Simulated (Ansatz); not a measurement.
# CH5ClN2OW: how energies converge with the basis set

One table from this session's results is given with a row withheld; the runs are named, their logs left out.

Program: Ansatz 0.2.0, Gaussian basis. Level of theory: one geometry, several basis sets. These are calculated values, not measurements.

Plan: PBE0-D4/def2-SVP; ωB97M-V/def2-SVP; PBE0-D4/def2-QZVPP; ωB97M-V/def2-QZVPP; the functionals' def2-TZVPP values are taken from earlier runs.

1 further run of the same task is left out (it didn't finish).

**The relaxed structure**

An earlier PBE0-D4 in a triple-zeta def2 set relaxation fixed the geometry. W takes the def2 core potential; no spin-orbit term is included.

SMILES `C[O][W](=[NH])(=[NH])[Cl]`, 11 atoms, charge 0, spin multiplicity 1.

Atoms are counted from 1 here; the program's logs count them from 0.

Bond lengths: C1–O2 1.404 Å, C1–H7 1.093 Å, C1–H8 1.093 Å, C1–H9 1.094 Å, O2–W3 1.869 Å, W3–N4 1.747 Å, W3–N5 1.745 Å, W3–Cl6 2.295 Å, N4–H10 1.009 Å, N5–H11 1.007 Å. Angles: O2–C1–H7 109.6°, O2–C1–H8 108.7°, O2–C1–H9 111.2°, H7–C1–H8 108.8°, H7–C1–H9 109.4°, H8–C1–H9 109.2°, C1–O2–W3 136.6°, O2–W3–N4 107.5°, O2–W3–N5 108.7°, O2–W3–Cl6 112.6°, N4–W3–N5 110.9°, N4–W3–Cl6 108.4°, N5–W3–Cl6 108.7°, W3–N4–H10 152.9°, W3–N5–H11 159.9°.

Set-up of the first run:

The input, in.yaml:

```yaml
crystal:
  periodic: [false, false, false]
  atoms:
    - {symbol: C, position_ang: [0.452113, -0.315794, -1.939680]}
    - {symbol: O, position_ang: [0.074325, -0.846159, -0.695328]}
    - {symbol: W, position_ang: [-0.521876, -0.173162, 0.942662]}
    - {symbol: N, position_ang: [-0.592734, 1.567135, 0.802177]}
    - {symbol: N, position_ang: [0.601967, -0.652829, 2.187791]}
    - {symbol: Cl, position_ang: [-2.610779, -0.940133, 1.503584]}
    - {symbol: H, position_ang: [1.538186, -0.378908, -2.050070]}
    - {symbol: H, position_ang: [-0.016864, -0.908309, -2.729073]}
    - {symbol: H, position_ang: [0.137304, 0.727180, -2.036456]}
    - {symbol: H, position_ang: [-0.345386, 2.501825, 1.089475]}
    - {symbol: H, position_ang: [1.283753, -0.580847, 2.924907]}
basis:
  gaussian: {orbitals: def2-SVP}
hamiltonian: {xc: pbe0, dispersion: d4}
output: {orbitals: {seedname: orbitals}}
```

Among the steps run: PBE0-D4 in def2-SVP; ωB97M-V in def2-SVP; PBE0-D4 in def2-QZVPP; ωB97M-V in def2-QZVPP.

One table of the session follows, with a row left open; its other results are not shown here.

It belongs to the step «Functionals by basis». 

```
functional       basis  HOMO (eV)
   PBE0-D4    def2-SVP      -7.65
   PBE0-D4  def2-TZVPP          ?
   PBE0-D4  def2-QZVPP      -7.73
   ωB97M-V    def2-SVP      -9.87
   ωB97M-V  def2-TZVPP      -9.93
   ωB97M-V  def2-QZVPP      -9.97
```

Q: Estimate the row for PBE0-D4, def2-TZVPP from the others.

The run gave: HOMO (eV): -7.70. In the column «HOMO (eV)» it lies between PBE0-D4, def2-QZVPP (-7.73) and PBE0-D4, def2-SVP (-7.65).
